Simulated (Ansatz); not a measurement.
# The Eu atom: r²SCAN0 and r²SCANh beside r²SCAN

Aim: see what exact exchange does to the levels and moments, and what it costs. r²SCAN is run first for comparison.

Program: Ansatz 0.2.0. Level of theory: DFT, plane waves (500 eV) with PBE-made PAW files, scalar-relativistic; functionals as named at each step. These are calculated values, not measurements.

**1. The system as given**

The box measures 14.0 × 14.4 × 14.8 Å; its three sides differ, so that it imposes no cubic symmetry.

As a file:

```xyz
1
Lattice="14.0000 0.0000 0.0000 0.0000 14.4000 0.0000 0.0000 0.0000 14.8000" Properties=species:S:1:pos:R:3 pbc="T T T"
Eu    7.0000    7.2000    7.4000
```

**2. r²SCAN single point**

The run with r²SCAN.

input.yaml

```yaml
crystal:
  lattice:
    - [14.0, 0.0, 0.0]
    - [0.0, 14.4, 0.0]
    - [0.0, 0.0, 14.8]
  atoms:
    - { symbol: Eu, position: [0.5, 0.5, 0.5], spin: 7.001 }
  symmetry: { detect: false, time_reversal: true }
hamiltonian:
  xc: r2scan
  pseudopotentials:
    kind: paw
    azcp:
      Eu: "pseudopotentials/Eu.paw.azcp"
basis:
  ecutwfc: 500
  fft_grid_basis: typed
kpoints:
  mp_grid: { grid: [1, 1, 1], shift: [0, 0, 0] }
magnetization:
  spin_polarized: true
scf:
  occupations: { method: fermi_dirac, width: 0.01 }
output:
  write_density: true
  write_potential: true
  elf: true
  volumetric_format: npy
```

Started as:

```sh
$ ansatz run input.yaml --threads 4 --pin off --max-ram 10240MiB --backend cpu --events-out ev --progress --plain --runs-dir out
```

**3. r²SCAN0**

The run with r²SCAN0.

input.yaml, as its differences from that of step 2:

```diff
@@ -9,3 +9,3 @@
 hamiltonian:
-  xc: r2scan
+  xc: r2scan0
   pseudopotentials:
```

**4. r²SCANh single point**

The run with r²SCANh.

input.yaml, as its differences from that of step 3:

```diff
@@ -9,3 +9,3 @@
 hamiltonian:
-  xc: r2scan0
+  xc: r2scanh
   pseudopotentials:
@@ -23,6 +23 @@
   occupations: { method: fermi_dirac, width: 0.01 }
-output:
-  write_density: true
-  write_potential: true
-  elf: true
-  volumetric_format: npy
```

(Steps that only read results are left out.)

Q: Predict the outcome of this session. Wanted: r²SCAN: gap; r²SCAN: magnetic state; r²SCAN0: gap; r²SCAN0: magnetic state; r²SCANh: gap; r²SCANh: magnetic state.

The runs gave:

| quantity | value |
| --- | --- |
| r²SCAN: gap | 1.74 eV |
| r²SCAN: magnetic state | total moment 7.00 μB |
| r²SCAN0: gap | 3.12 eV |
| r²SCAN0: magnetic state | total moment 7.00 μB |
| r²SCAN0: SCF cycles, exchange loops | 21, 2 |
| r²SCAN0: CPU time over that of r²SCAN | 0.27 |
| r²SCANh: gap | 2.31 eV |
| r²SCANh: magnetic state | total moment 7.00 μB |
| r²SCANh: SCF cycles, exchange loops | 19, 2 |
| r²SCANh: CPU time over that of r²SCAN | 0.23 |

**Reading.** Exact exchange widens the gap from 1.74 eV (r²SCAN) to 3.12 eV (r²SCAN0). r²SCAN0 took less CPU time than r²SCAN here, which is no rule: the r²SCAN run spent more cycles, searches or output. r²SCANh gives a gap of 2.31 eV. The exchange operator of r²SCAN0 was renewed in 2 outer loops. Absolute energies differ from functional to functional, by eV per atom at times, and say nothing by themselves. Open f shells have many self-consistent states; this one is what the start led to.
